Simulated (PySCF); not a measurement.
# H2LuO (Lu(H2O)3+): the cost of one run

Program: PySCF 2.14.0. Level of theory: B3LYP, Lu lcecp-1-SVP with ECP60, O def2-SVP, H def2-SVP; scalar-relativistic core potentials, no spin–orbit coupling. These are calculated values, not measurements.

2 further runs of the same task are left out: 2 for a known fault of the program.

## Step 1: The system as given

4 atoms, charge 3, spin multiplicity 1.

Bond lengths: Lu1–O2 2.120 Å, O2–H3 1.009 Å, O2–H4 1.009 Å. Angles: Lu1–O2–H3 128.9°, Lu1–O2–H4 128.9°, H3–O2–H4 102.2°.

Geometry (Å):

| atom | x (Å) | y (Å) | z (Å) |
| --- | --- | --- | --- |
| Lu1 | 0.0000 | 0.0000 | -0.0516 |
| O2 | 0.0000 | 0.0000 | 2.0683 |
| H3 | 0.7854 | 0.0000 | 2.7016 |
| H4 | -0.7854 | 0.0000 | 2.7016 |

Formal oxidation states: Lu +3. Each metal's 14 4f electrons lie in its core potential, so multiplicities, spins and levels count the valence alone. An earlier session relaxed this geometry at B3LYP, Lu lcecp-1-SVP with ECP60, O def2-SVP, H def2-SVP (singlet, point group C2v).

Its energy there is -114.990624 Eh.

## Step 2: Atoms moved at random, σ = 0.06 Å

run.py (the lines that set the calculation) reads:

```python
mol = gto.M(atom='''
Lu    -0.06999    -0.01773     0.00116
O      0.02543     0.02452     2.02538
H      0.83625    -0.03513     2.71407
H     -0.79169     0.02834     2.67924''',
    basis={'Lu': 'lcecp-1-SVP', 'O': 'def2-SVP', 'H': 'def2-SVP'},
    ecp={'Lu': 'lcecp-1-SVP'},
    charge=3, spin=0)
mf = dft.RKS(mol, xc='B3LYP')
mf.grids.atom_grid = (50, 194)  # f atoms: unpruned, at least (60, 302)
mf = mf.density_fit()  # fitting sets: Lu AutoAux, O def2-universal-JKFIT, H def2-universal-JKFIT
mf.conv_tol = 1e-08; mf.max_cycle = 55
mf.kernel(dm0)  # dm0: the density of the relaxed state
```

Command:

```console
$ OMP_NUM_THREADS=2 python run.py
```

**Question.** How long does this run take on 2 threads of Arm Neoverse V2, shared host?

About 1 s.
